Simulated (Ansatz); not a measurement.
# Be: the cost of one run

Program: the Python package of Ansatz 0.2.0. Level of theory: DFT LDA, plane waves, norm-conserving potentials. These are calculated values, not measurements.

## Step 1: Starting point

The structure is tetragonal, space group P4_2/mnm (No. 136). The conventional cell has a = 3.747 Å, b = 3.747 Å, c = 2.281 Å, α = 90.00°, β = 90.00°, γ = 90.00°. Around Be (site symmetry m2m) lie 11 Be at 2.15 to 2.28 Å.

Input file be.extxyz:

```xyz
4
Lattice="3.746814 0.0 0.0 0.0 3.746814 0.0 0.0 0.0 2.28128" Properties=species:S:1:pos:R:3 pbc="T T T"
Be    1.11433246    1.11433246    0.00000000
Be    2.63248154    2.63248154    0.00000000
Be    0.75907454    2.98773946    1.14064000
Be    2.98773946    0.75907454    1.14064000
```

## Step 2: Script

File push_be.py:

```python
# -*- coding: utf-8 -*-
'''Frozen displacement of one atom in Be.'''

import warnings

import ansatz
import numpy as np


def main():
    warnings.simplefilter('ignore', ansatz.DeckWarning)

    xtal = ansatz.Crystal.from_extxyz('be.extxyz')

    inverse = np.linalg.inv(np.array(xtal.lattice.vectors))
    home = np.array(xtal.sites[2].position)
    values = np.linspace(-0.2, 0.2, 5)
    energies, pulls = [], []
    for shift in values:
        moved = xtal.move(2, to=home + shift * inverse[1])
        calc = (
            moved.calculation()
            .functional('LDA')
            .pseudopotentials('nc')
            .kpoints(density=4.3)
            .occupations('fermi_dirac', width=0.2)  # fractional filling near the Fermi level
            .eigensolver('auto', mixed_precision=False)
            .scf(tolerance=1e-08, extra_bands=6)
            .forces()  # eV per angstrom
        )
        r = calc.run(threads=1).report
        energies.append(r['free_energy_ev'])
        pulls.append(r['forces_ev_ang'][2][1])

    # the force is minus the slope of the free energy
    print('shift (A)   dE (eV)   force along y (eV/A)')
    for shift, e, f in zip(values, energies, pulls):
        print(f'{shift:8.3f} {e - energies[2]:10.5f} {f:12.4f}')
    print(f'stiffness from energies {2 * np.polyfit(values, energies, 2)[0]:.3f}, from forces {-np.polyfit(values, pulls, 1)[0]:.3f} eV/A^2')


if __name__ == '__main__':
    main()
```

## Step 3: The run

Launch:

```sh
$ python push_be.py
```

**Question.** How long does this script take on 1 thread of Arm Neoverse V1, shared host, and how much memory does it need?

About 2.5 min, with a peak of 0.66 GiB.
